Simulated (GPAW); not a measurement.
**GeH4O (SMILES [OH][GeH3]) at TD-BLYP/dzp (scalar-relativistic datasets, kernel LDA, restrict set)**

Aim: the excited states of GeH4O. 

The calculation is run with GPAW 26.7.0.

2 further runs of the same task are left out: 1 that didn't finish, 1 set aside as unsound or not needed.

## 1. The structure to begin with

GeH4O: 6 atoms, total charge 0, spin state singlet. As SMILES, `[OH][GeH3]`. Geometry: a GFN2-xTB relaxation, a rough one for these elements and not checked as a minimum.

Bond lengths: O1–Ge2 1.735 Å, O1–H3 0.955 Å, Ge2–H4 1.486 Å, Ge2–H5 1.502 Å, Ge2–H6 1.502 Å. Angles: O1–Ge2–H4 102.2°, O1–Ge2–H5 109.4°, O1–Ge2–H6 109.6°, Ge2–O1–H3 118.3°, H4–Ge2–H5 112.6°, H4–Ge2–H6 112.5°, H5–Ge2–H6 110.2°.

## 2. The excited states at TD-BLYP/dzp (scalar-relativistic datasets, kernel LDA, restrict set)

molecule.sdf reads:

```

     RDKit          3D

  6  5  0  0  0  0  0  0  0  0999 V2000
    0.4327   -1.1614    0.4151 O   0  0  0  0  0  0  0  0  0  0  0  0
   -0.2748    0.2950   -0.2073 Ge  0  0  0  0  0  4  0  0  0  0  0  0
    1.2448   -1.0931    0.9122 H   0  0  0  0  0  0  0  0  0  0  0  0
   -1.4887   -0.2152   -0.8965 H   0  0  0  0  0  0  0  0  0  0  0  0
    0.6898    0.9535   -1.1516 H   0  0  0  0  0  0  0  0  0  0  0  0
   -0.6038    1.2212    0.9281 H   0  0  0  0  0  0  0  0  0  0  0  0
  2  1  1  0
  3  1  1  0
  4  2  1  0
  5  2  1  0
  6  2  1  0
M  END
$$$$
```

calc.py reads:

```python
from ase.io import read
from ase.units import Hartree
from gpaw import GPAW, setup_paths
from gpaw.atom.configurations import parameters
from gpaw.atom.generator import Generator
from gpaw.lrtddft import LrTDDFT

atoms = read('molecule.sdf')
atoms.center(vacuum=4.5)

for symbol in ['Ge', 'H', 'O']:
    Generator(symbol, xcname='BLYP', scalarrel=True, nofiles=True, txt=None).run(**parameters[symbol])
setup_paths.insert(0, '.')

calc = GPAW(mode='lcao',
            nbands='nao',
            maxiter=100,
            basis='dzp',
            legacy_gpaw=True,
            symmetry='off',
            h=0.2,
            xc='BLYP',
            txt='-')
atoms.calc = calc
atoms.get_potential_energy()

lr = LrTDDFT(calc, xc='LDA', restrict={'jend': 14, 'istart': 3}, txt='lr.txt')
lr.diagonalize()
energies = [x.get_energy() * Hartree for x in lr][:6]
strengths = [x.get_oscillator_strength()[0] for x in lr][:6]
for n, (e, f) in enumerate(zip(energies, strengths), 1):
    print(f'{n:3d} {e:8.3f} eV  f = {f:.4f}')
lr.analyse(range(4))
```

Started as:

```sh
python3 -u calc.py | tee calc.out
```

Q: Predict the results. Wanted: energy as printed; dipole moment; HOMO energy; LUMO energy; HOMO–LUMO gap; lowest singlet excitation energy.

Answer, from the run:

At TD-BLYP/dzp (scalar-relativistic datasets, kernel LDA, restrict set):

```
                                               quantity        value
 energy as printed (from the program's reference atoms)  -21.9247 eV
dipole moment (of the density that the program reports)       1.30 D
                  HOMO energy (BLYP Kohn–Sham orbitals)     -6.33 eV
                  LUMO energy (BLYP Kohn–Sham orbitals)      0.03 eV
                HOMO–LUMO gap (BLYP Kohn–Sham orbitals)      6.36 eV
                       lowest singlet excitation energy      6.59 eV
```

In words: The brightest of the 6 transitions from the ground state lies at 7.79 eV (159 nm, f = 0.032); the lowest, at 6.59 eV, has f = 0.004. The basis has no diffuse functions, so Rydberg states are missing or pushed up, and the true lowest state may lie lower. Roots above 6.3 eV lie over the negative of the HOMO energy, where those of Rydberg kind are poorly described; valence roots are less touched.
